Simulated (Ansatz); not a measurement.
# SnSe2 (1T): the cost of one run

Method: DFT PBE+D3(BJ), scalar-relativistic, plane waves, PAW, and further levels as typed in the inputs, in Ansatz 0.2.0.

## (1) The system as given

The structure is trigonal, space group P-3m1 (No. 164). The conventional cell has a = 3.761 Å, b = 3.761 Å, c = 6.056 Å, α = 90.00°, β = 90.00°, γ = 120.00°. Around Sn (site symmetry -3m) lie 6 Se at 2.65 Å. Se (site symmetry 3m) has 3 Sn at 2.65 Å as nearest neighbours.

As a file:

```cif
data_structure
_symmetry_space_group_name_H-M 'P 1'
_symmetry_Int_Tables_number 1
_cell_length_a 3.7608
_cell_length_b 3.7608
_cell_length_c 6.0562
_cell_angle_alpha 90.000
_cell_angle_beta 90.000
_cell_angle_gamma 120.000
_cell_volume 74.18
loop_
_atom_site_label
_atom_site_type_symbol
_atom_site_fract_x
_atom_site_fract_y
_atom_site_fract_z
_atom_site_occupancy
Sn1 Sn 0.00000 0.00000 0.00000 1
Se1 Se 0.33333 0.66667 0.25000 1
Se2 Se 0.66667 0.33333 0.75000 1
```

## (2) Relaxing cell and atoms: SnSe2 (1T), no spin, 3 GPa, volume × 0.961

Input file input.yaml:

```yaml
crystal:
  lattice:
    - [3.7607986129, 0.0, 0.0]
    - [-1.8803993064, 3.2569471372, 0.0]
    - [0.0, 0.0, 6.0561587739]
  atoms:
    - { symbol: Sn, position: [0.0, 0.0, 0.0] }
    - { symbol: Se, position: [0.3333333333, 0.6666666667, 0.25] }
    - { symbol: Se, position: [0.6666666667, 0.3333333333, 0.75] }
scf:
  occupations: { method: gaussian, width: 0.03 }
output:
  forces: true
  stress: true
  eigenvalues: true
  write_density: true
  write_potential: true
  elf: true
  volumetric_format: npy
hamiltonian:
  xc: pbe
  dispersion: d3bj
basis:
  ecutwfc: 450
kpoints:
  mp_grid: { grid: [12, 12, 8] }
relax:
  f_tol: 0.003
  max_steps: 60
  cell: { stress_tol: 0.02, p_target: 3 }
```

Started as:

```
$ ansatz run input.yaml --threads 4 --pin off --max-ram 10240MiB --backend cpu --events-out ev --progress --plain --runs-dir out
```

What time and memory should one allow on 4 threads of Intel Xeon 6975P-C (Granite Rapids), shared host?

About 25 s, with a peak of 0.64 GiB.
